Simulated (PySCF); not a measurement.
# C₆H₅BrFO+: magnetic properties

Aim: compute the magnetic properties of C₆H₅BrFO+ (`CO/C(=C\Br)[c+]1cc1F`).

Computed with PySCF 2.14.0 and routines of our own; the level stands in each step. Atoms count from 0.

## 1. The system as given

14 atoms, charge 1, multiplicity 1; geometry from: GFN2-xTB.

## 2. Magnetic properties: GIAO B97-2/pcSseg-1

Job settings and geometry (Å):

```
{"job": {"kind": "mag", "xc": "B97-2", "basis": "pcSseg-1", "isotopologues": 0}, "charge": 1, "multiplicity": 1}
C     -1.650214    -1.215563    -0.253126
O     -1.521099     0.169490     0.034761
C     -0.312342     0.715921     0.147934
C     -0.232655     2.072634     0.429555
Br    -1.745983     3.080803     0.626850
C      0.884784     0.017582     0.002310
C      1.652044    -1.165591    -0.248307
C      2.297302    -0.008048    -0.001235
F      3.376615     0.648136     0.144004
H     -2.722293    -1.397668    -0.289188
H     -1.209561    -1.460191    -1.221544
H     -1.204502    -1.826978     0.534110
H      0.714430     2.579388     0.541804
H      1.672795    -2.210386    -0.470095
```

With the program's defaults for keys left out, this is: GIAO B97-2/pcSseg-1 magnetisability, rotational g tensor and spin-rotation constants, non-relativistic, gas phase.

Run with:

```sh
OMP_NUM_THREADS=1 python excited_run.py task.json out
```

One launch serves the whole session: the jobs run in the order shown.

Standard output:

```text
coarse grid: 61256 points
cycle   1  E = -2980.5740941205  dE =  8.306e-01  |g| = 9.147e-01  |ddm| = 3.769e+00
cycle   2  E = -2980.3193888870  dE =  2.547e-01  |g| = 1.313e+00  |ddm| = 2.205e+00
cycle   3  E = -2980.6526950461  dE = -3.333e-01  |g| = 3.568e-01  |ddm| = 1.731e+00
cycle   4  E = -2980.6754266777  dE = -2.273e-02  |g| = 1.271e-01  |ddm| = 4.144e-01
cycle   5  E = -2980.6778265681  dE = -2.400e-03  |g| = 7.413e-02  |ddm| = 1.885e-01
cycle   6  E = -2980.6792480785  dE = -1.422e-03  |g| = 1.475e-02  |ddm| = 7.784e-02
cycle   7  E = -2980.6792902098  dE = -4.213e-05  |g| = 5.649e-03  |ddm| = 1.825e-02
cycle   8  E = -2980.6792977672  dE = -7.557e-06  |g| = 1.327e-03  |ddm| = 6.794e-03
final grid: 130000 points
cycle   9  E = -2980.6791784932  dE =  7.579e-07  |g| = 2.194e-03  |ddm| = 4.063e-03
cycle  10  E = -2980.6791757376  dE =  2.756e-06  |g| = 3.894e-03  |ddm| = 6.521e-03
cycle  11  E = -2980.6791796952  dE = -3.958e-06  |g| = 3.657e-04  |ddm| = 4.302e-03
cycle  12  E = -2980.6791797274  dE = -3.219e-08  |g| = 7.611e-05  |ddm| = 3.662e-04
cycle  13  E = -2980.6791797289  dE = -1.443e-09  |g| = 1.726e-05  |ddm| = 9.288e-05
cycle  14  E = -2980.6791797289  dE = -7.140e-11  |g| = 4.153e-06  |ddm| = 1.805e-05
converged SCF energy = -2980.6791797289

Magnetisability tensor (1e-30 J/T^2)
    -1110.28       19.54        5.89
       19.54    -1241.21       67.73
        5.89       67.73    -1547.95
isotropic -1299.81   principal values   -1562.25  -1230.36  -1106.84
isotropic susceptibility -78.277 1e-6 cm^3/mol

Inertial axes            a          b          c
rot. const./GHz      1.8124     0.5701     0.4349
chi total           -71.103    -69.647    -94.080
chi diamagnetic    -751.106  -1886.075  -2515.552
chi paramagnetic    680.003   1816.428   2421.472
quadrupole/D A       28.090     -2.552    -25.538
g nuclear            0.5591     0.4847     0.5011
g electronic        -0.5790    -0.4865    -0.4947
g total             -0.0199    -0.0018     0.0064

Spin-rotation constants (kHz, H = +C I.J)
atom  isotope        aa         bb         cc
  4   79Br        4.682      1.944      0.638
  8    19F        4.120      1.032     -0.162
  9     1H       -0.094     -0.006     -0.052
 10     1H       -0.136     -0.060     -0.007
 11     1H       -0.133     -0.060     -0.008
 12     1H       -0.159      0.050     -0.057
 13     1H       -0.036     -0.009     -0.058
  0    13C*       0.364      0.096      0.098
  1    17O*      -0.273     -0.106     -0.029
  2    13C*       0.798      0.211      0.083
  3    13C*       0.867      0.306      0.076
  5    13C*       0.759      0.274      0.041
  6    13C*       0.794      0.213      0.046
  7    13C*       0.819      0.242      0.093
* in the singly substituted isotopologue
```

Wall time 89 s (1 thread of Arm Neoverse N1, shared host); peak memory 1 GiB.

In short:

| quantity | value |
| --- | --- |
| magnetisability | -1300·10⁻³⁰ J/T² |
| molar susceptibility | -78.3·10⁻⁶ cm³/mol |
| rotational g (a, b, c) | -0.0199, -0.0018, 0.0064 |

The fields below are evaluated on a grid from the run's orbitals.

Frontier orbitals at B97-2/pcSseg-1, with the share of their density that lies nearest to each atom:

| orbital | energy (eV) | lies on |
| --- | --- | --- |
| HOMO | -11.25 | O1 26 %; Br4 22 %; C2, C3 about 13 % each |
| LUMO | -7.69 | C3, C5 about 29 % each; C6 13 %; Br4 12 % |

ELF in a plane through or near 12 of the atoms.

Values, 10 rows by 14 columns:
```
0.00 0.00 0.00 0.00 0.00 0.00 0.00 0.00 0.00 0.00 0.00 0.00 0.00 0.00
0.00 0.00 0.00 0.00 0.00 0.05 0.69 0.76 0.32 0.05 0.00 0.00 0.00 0.00
0.00 0.00 0.00 0.00 0.00 0.02 0.58 0.66 0.44 0.70 0.03 0.00 0.00 0.00
0.00 0.00 0.00 0.00 0.98 1.00 0.34 0.53 0.13 0.02 0.00 0.00 0.00 0.00
0.00 0.00 0.01 0.07 0.00 0.03 0.42 0.26 0.36 0.77 0.01 0.08 0.00 0.00
0.00 0.00 0.56 0.52 0.50 0.92 0.64 0.20 0.39 0.48 1.00 1.00 0.01 0.00
0.00 0.00 0.29 0.38 0.53 0.71 0.26 0.09 0.17 0.28 0.05 0.04 0.00 0.00
0.00 0.00 0.00 0.00 0.02 0.64 1.00 0.67 0.00 0.00 0.00 0.00 0.00 0.00
0.00 0.00 0.00 0.00 0.00 0.00 0.01 0.00 0.00 0.00 0.00 0.00 0.00 0.00
0.00 0.00 0.00 0.00 0.00 0.00 0.00 0.00 0.00 0.00 0.00 0.00 0.00 0.00
```
The map spans 12.0 Å across and 12.3 Å up, centred on the molecule. Atoms in the plane (x, y in Å): C0 (2.0, -0.5), O1 (1.3, 0.7), C2 (0.0, 0.8), C3 (-0.6, 2.1), Br4 (0.5, 3.6), C5 (-0.8, -0.3), C6 (-1.1, -1.7), C7 (-2.1, -0.9), F8 (-3.4, -0.6), H9 (3.1, -0.3), H12 (-1.6, 2.2), H13 (-0.7, -2.7).

log10 of the density (e/Å³) in the same plane.

Ten even steps from '0' (-4.0) to '9' (2.2):
```
0000000000001111000000000000
0000000000012333221000000000
0000000001234455432200000000
0000000001345666543210000000
0000000012345699654320000000
0000000234555676654320000000
0000001245667665443210000000
0000001245566665554321000000
0000233333456776776433210000
0012455445566666776554421000
0023578766679655568666431000
0023577779666644566655421000
0012445556697543455433210000
0000223345666543333321100000
0000001223456532111100000000
0000000012344421000000000000
0000000000111100000000000000
0000000000000000000000000000
0000000000000000000000000000
0000000000000000000000000000
```
The map spans 12.0 Å across and 12.3 Å up, centred on the molecule. Atoms in the plane (x, y in Å): C0 (2.0, -0.5), O1 (1.3, 0.7), C2 (0.0, 0.8), C3 (-0.6, 2.1), Br4 (0.5, 3.6), C5 (-0.8, -0.3), C6 (-1.1, -1.7), C7 (-2.1, -0.9), F8 (-3.4, -0.6), H9 (3.1, -0.3), H12 (-1.6, 2.2), H13 (-0.7, -2.7).

On the surface of density 0.002 e/bohr³ the electrostatic potential runs, from the 1st to the 99th percentile, from 2.64 V near O1 to 5.94 V near H12.

## 3. Magnetic properties: GIAO LC-wPBE/ANO-RCC-VDZP

Settings changed since step 2:

```diff
@@ -1,2 +1,2 @@
-{"job": {"kind": "mag", "xc": "B97-2", "basis": "pcSseg-1", "isotopologues": 0}, "charge": 1, "multiplicity": 1}
+{"job": {"kind": "mag", "xc": "LC-wPBE", "basis": "ANO-RCC-VDZP"}, "charge": 1, "multiplicity": 1}
 C     -1.650214    -1.215563    -0.253126
```

With the program's defaults for keys left out, this is: GIAO LC-wPBE/ANO-RCC-VDZP magnetisability, rotational g tensor and spin-rotation constants, non-relativistic, gas phase.

ANO-RCC is contracted for a relativistic Hamiltonian, so without one its core functions misfit and properties at heavier nuclei are off.

Standard output:

```text
coarse grid: 61256 points
cycle   1  E = -2957.9566712454  dE =  2.546e+00  |g| = 8.472e-01  |ddm| = 5.453e+00
cycle   2  E = -2957.9952741942  dE = -3.860e-02  |g| = 8.689e-01  |ddm| = 1.525e+00
cycle   3  E = -2958.1384923621  dE = -1.432e-01  |g| = 1.311e-01  |ddm| = 6.998e-01
cycle   4  E = -2958.1418089532  dE = -3.317e-03  |g| = 2.861e-02  |ddm| = 1.274e-01
cycle   5  E = -2958.1421312252  dE = -3.223e-04  |g| = 1.074e-02  |ddm| = 6.106e-02
cycle   6  E = -2958.1421665852  dE = -3.536e-05  |g| = 3.162e-03  |ddm| = 1.444e-02
cycle   7  E = -2958.1421730538  dE = -6.469e-06  |g| = 1.617e-03  |ddm| = 8.831e-03
final grid: 130000 points
cycle   8  E = -2958.1423510877  dE = -1.098e-06  |g| = 1.331e-03  |ddm| = 4.021e-03
cycle   9  E = -2958.1423513060  dE = -2.183e-07  |g| = 1.341e-03  |ddm| = 2.479e-03
cycle  10  E = -2958.1423516711  dE = -3.651e-07  |g| = 1.773e-04  |ddm| = 1.013e-03
cycle  11  E = -2958.1423517106  dE = -3.953e-08  |g| = 1.545e-04  |ddm| = 7.869e-04
cycle  12  E = -2958.1423517222  dE = -1.157e-08  |g| = 2.966e-05  |ddm| = 4.455e-04
cycle  13  E = -2958.1423517226  dE = -3.956e-10  |g| = 9.824e-06  |ddm| = 6.280e-05
converged SCF energy = -2958.1423517226

Magnetisability tensor (1e-30 J/T^2)
    -1144.91        7.62        3.37
        7.62    -1285.18       71.96
        3.37       71.96    -1610.71
isotropic -1346.93   principal values   -1625.91  -1270.51  -1144.37
isotropic susceptibility -81.114 1e-6 cm^3/mol

Inertial axes            a          b          c
rot. const./GHz      1.8124     0.5701     0.4349
chi total           -72.681    -72.748    -97.914
chi diamagnetic    -750.950  -1884.949  -2514.993
chi paramagnetic    678.269   1812.202   2417.079
quadrupole/D A       28.867     -3.421    -25.446
g nuclear            0.5591     0.4847     0.5011
g electronic        -0.5775    -0.4854    -0.4938
g total             -0.0184    -0.0007     0.0073

Spin-rotation constants (kHz, H = +C I.J)
atom  isotope        aa         bb         cc
  4   79Br        3.322      1.953      0.599
  8    19F        3.582      0.974     -0.259
  9     1H       -0.098     -0.006     -0.052
 10     1H       -0.140     -0.060     -0.008
 11     1H       -0.137     -0.060     -0.009
 12     1H       -0.154      0.050     -0.056
 13     1H       -0.031     -0.007     -0.056
  0    13C*       0.336      0.086      0.091
  1    17O*      -0.211     -0.085     -0.021
  2    13C*       0.790      0.201      0.075
  3    13C*       0.884      0.311      0.065
  5    13C*       0.779      0.288      0.034
  6    13C*       0.795      0.218      0.039
  7    13C*       0.804      0.242      0.083
* in the singly substituted isotopologue
```

Wall time 4.9 min (1 thread of Arm Neoverse N1, shared host); peak memory 0.85 GiB.

From this job:

| quantity | value |
| --- | --- |
| magnetisability | -1347·10⁻³⁰ J/T² |
| molar susceptibility | -81.1·10⁻⁶ cm³/mol |
| rotational g (a, b, c) | -0.0184, -0.0007, 0.0073 |

## 4. The levels compared

| level | ξ (10⁻³⁰ J/T²) | g(a) | g(b) | gap (eV) | functions | time |
| --- | --- | --- | --- | --- | --- | --- |
| GIAO B97-2/pcSseg-1 | -1300 | -0.0199 | -0.0018 | 3.56 | 202 | 89 s |
| GIAO LC-wPBE/ANO-RCC-VDZP | -1347 | -0.0184 | -0.0007 | 8.16 | 164 | 4.9 min |

## 5. Summary of results

| quantity | value |
| --- | --- |
| magnetisability (step 2, GIAO B97-2/pcSseg-1) | -1300·10⁻³⁰ J/T² |
| molar susceptibility (step 2, GIAO B97-2/pcSseg-1) | -78.3·10⁻⁶ cm³/mol |
| rotational g (a, b, c) (step 2, GIAO B97-2/pcSseg-1) | -0.0199, -0.0018, 0.0064 |
| magnetisability over the levels | -1347 to -1300·10⁻³⁰ J/T² |

What this shows: Steps that list no spin-orbit terms leave them out, which matters at and beside the heavy atoms. For an ion, the motion of the centre of mass in the field is left out. By nearest atom (B97-2/pcSseg-1), the HOMO sits on O1 26 %; Br4 22 % and the LUMO on C3, C5 about 29 % each; C6 13 %. The magnetisability spreads by 3.6 % over 2 levels, from GIAO LC-wPBE/ANO-RCC-VDZP (4.9 min) to GIAO B97-2/pcSseg-1 (89 s); the runs took 89 s to 4.9 min. Two levels can agree by chance, so this spread shows no convergence. Vibrational averaging and real surroundings are missing from these values.
